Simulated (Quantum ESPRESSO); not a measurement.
## MoPd: equation of state with PBE

The system is MoPd.

```
Pd Mo
1.0
     1.38767    0.80117    4.64477
    -1.38767    0.80117    4.64477
     0.00000   -1.60234    4.64477
Pd Mo
1 1
Direct
  0.50000 0.50000 0.50000
  0.00000 0.00000 0.00000
```

The cell comes from a database or a generator and needn't be the stable form of this composition.

```json
{"Program": "Quantum ESPRESSO 7.5", "Task": "equation of state", "Functional": "PBE", "Potentials or basis": "SSSP 1.3 efficiency PBE", "Cutoff": "816 eV", "Density cutoff": "3265 eV", "k mesh": "11 × 11 × 11", "Occupations": "fermi-dirac, width 0.05 eV", "Spin": "no spin polarisation"}
```

```
Equilibrium volume                        : 15.39 Å³/atom
Bulk modulus at fixed shape and positions : 221 GPa
Pressure derivative of the bulk modulus   : 4.8
```

Energy against volume, from the lowest point:
| volume (Å³/atom) | energy (meV/atom) |
| --- | --- |
| 14.562 | 33.62 |
| 14.872 | 12.32 |
| 15.182 | 1.49 |
| 15.492 | 0.00 |
| 15.801 | 6.81 |
| 16.111 | 21.02 |
| 16.421 | 41.80 |

All runs of the series together: 24 min on 1 thread of Arm Neoverse V1, on a shared host.

Caveat: the cell was scaled at fixed shape and fractional positions, which overstates the stiffness of a crystal with free parameters, most of all of layers and chains.
